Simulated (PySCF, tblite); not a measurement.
# In(H2S)H3: geometry, infrared bands

Aim: predict the infrared bands of In(H2S)H3 (`[H][In]([H])([H])<-[SH2]`).

Computed with tblite 0.8.0 and PySCF 2.14.0, on a single molecule in the gas phase. Atoms are numbered from 0 throughout.

## Step 1: The molecule as given

7 atoms, charge 0, multiplicity 1; geometry from: start built from the parent or by distance geometry.

Bonds of the start (Å): In0–S1 2.69, In0–H4 1.67, In0–H5 1.72, In0–H6 1.69, S1–H2 1.33, S1–H3 1.33.

## Step 2: Relaxing the molecule with GFN2-xTB

Job settings and geometry (Å):

```
{"job": {"kind": "relax", "xc": "GFN2-xTB", "basis": "xTB"}, "charge": 0, "multiplicity": 1}
In     0.151800    -0.230800    -1.105400
S      0.136900    -0.249400     1.589100
H      0.526600     1.016100     1.652100
H     -1.151300     0.062400     1.616800
H      1.804600    -0.185100    -1.333100
H     -0.731900     1.247500    -1.121200
H     -0.730000    -1.650900    -1.352400
```

Launch:

```sh
$ OMP_NUM_THREADS=1 python redox_run.py task.json out
```

One launch serves the whole session: the jobs run in the order shown.

**Question.** This job is followed by: GFN2-xTB harmonic vibrations, gas phase; PBE-D3(BJ)/def2-SVP geometry optimisation, gas phase. What will the session give for the following? strongest single infrared mode (GFN2-xTB); zero-point energy (GFN2-xTB); point group; rotational constants (main isotopes).

The runs gave:

| quantity | value |
| --- | --- |
| strongest single infrared mode (GFN2-xTB) | 1692 cm⁻¹, 574 km/mol |
| zero-point energy (GFN2-xTB) | 20.5 kcal/mol |
| point group | Cs |
| rotational constants (main isotopes) | 39.45, 2.20, 2.20 GHz |

In words: The optimisation took 13 steps and gained 0.007 eV; among the close pairs (by a distance rule), In0–H4 changed most, from 1.669 to 1.691 Å (GFN2-xTB). No mode is imaginary among the 15: a minimum at this level. The strongest single mode, at 1692 cm⁻¹, moves mainly H6 and H4. Unscaled tight-binding wavenumbers are off by several per cent, some by more. Its intensities can rank the bands wrongly. Relaxing lowered the energy by 0.136 eV in 4 steps; the close pair that moved most is In0–S1, from 2.711 to 2.898 Å (PBE/def2-SVP).
